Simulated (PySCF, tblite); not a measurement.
# C₅H₅AlO₂: geometry, infrared bands and NMR shifts

What infrared bands and NMR shifts should C₅H₅AlO₂ (`O=c1cc([CH2][AlH2])c1=O`) show?

The runs use tblite 0.8.0 and PySCF 2.14.0, with density-fitted response routines of our own; the level of theory stands in each step. All values are computed, except where a source is named. Atoms count from 0, in the outputs and in this text.

### 1 Starting geometry

13 atoms, charge 0, multiplicity 1; geometry from: force field or distance geometry start.

Bonds of the start (Å): O0–C1 1.24, C1–C2 1.40, C2–C3 1.38, C3–C4 1.51, C4–Al5 2.02, C3–C6 1.39, C6–O7 1.25, C6–C1 1.41, C2–H8 1.10, C4–H9 1.08, C4–H10 1.09, Al5–H11 1.62, Al5–H12 1.63.

### 2 Geometry optimisation with GFN2-xTB

Job settings and geometry (Å):

```
{"job": {"kind": "relax", "xc": "GFN2-xTB", "basis": "xTB"}, "charge": 0, "multiplicity": 1}
O     -3.237800     0.809700    -0.359300
C     -2.101100     0.341100    -0.176200
C     -1.244800    -0.586700    -0.778200
C     -0.295900    -0.349300     0.193100
C      1.083000    -0.904200     0.450900
Al     2.360600     0.524800    -0.197800
C     -1.131400     0.564900     0.816800
O     -0.975100     1.258100     1.848200
H     -1.333500    -1.218300    -1.671100
H      1.198400    -1.029100     1.521000
H      1.178200    -1.841400    -0.093900
H      2.677500     0.427400    -1.782500
H      1.817600     2.003700     0.211200
```

Command:

```
$ OMP_NUM_THREADS=1 python probes_run.py task.json out
```

This one command runs all jobs of the session in turn.

**Question.** This job is followed by: GFN2-xTB harmonic vibrations, gas phase; GIAO PBE0/pcSseg-1 NMR shielding, non-relativistic, gas phase. Predict these results of the whole session: strongest single infrared mode (GFN2-xTB); zero-point energy (GFN2-xTB); 13C shifts against TMS (PBE0/pcSseg-1); 1H shifts against TMS (PBE0/pcSseg-1); 17O shifts against H2O (PBE0/pcSseg-1); 27Al shifts against AlH4- (PBE0/pcSseg-1).

The runs gave:

| quantity | value |
| --- | --- |
| strongest single infrared mode (GFN2-xTB) | 1916 cm⁻¹, 783 km/mol |
| zero-point energy (GFN2-xTB) | 48.2 kcal/mol |
| 13C shifts against TMS (PBE0/pcSseg-1) | 198.2, 174.7, 174.5, 117.4, 52.9 ppm |
| 1H shifts against TMS (PBE0/pcSseg-1) | 6.36, 4.68, 4.47, 3.77, 3.62 ppm |
| 17O shifts against H2O (PBE0/pcSseg-1) | 457.2, 197.3 ppm |
| 27Al shifts against AlH4- (PBE0/pcSseg-1) | 90.0 ppm |

**Reading.** Relaxing lowered the energy by 2.716 eV in 124 steps; the close pair that moved most is Al5–O7, from 3.981 to 1.792 Å. No mode is imaginary among the 33: a minimum at this level. The strongest single mode, at 1916 cm⁻¹, moves mainly C1. Unscaled tight-binding wavenumbers are off by several per cent, some by more. Its intensities can rank the bands wrongly. The structure rearranged or came apart on optimisation; the results belong to the end geometry, not to the formula as drawn. Shifts at one fixed geometry are not the observed spectrum, which averages over the motion. At PBE0/pcSseg-1: Shielding is most anisotropic at O0 (span 778 ppm, paramagnetic term -515 ppm).
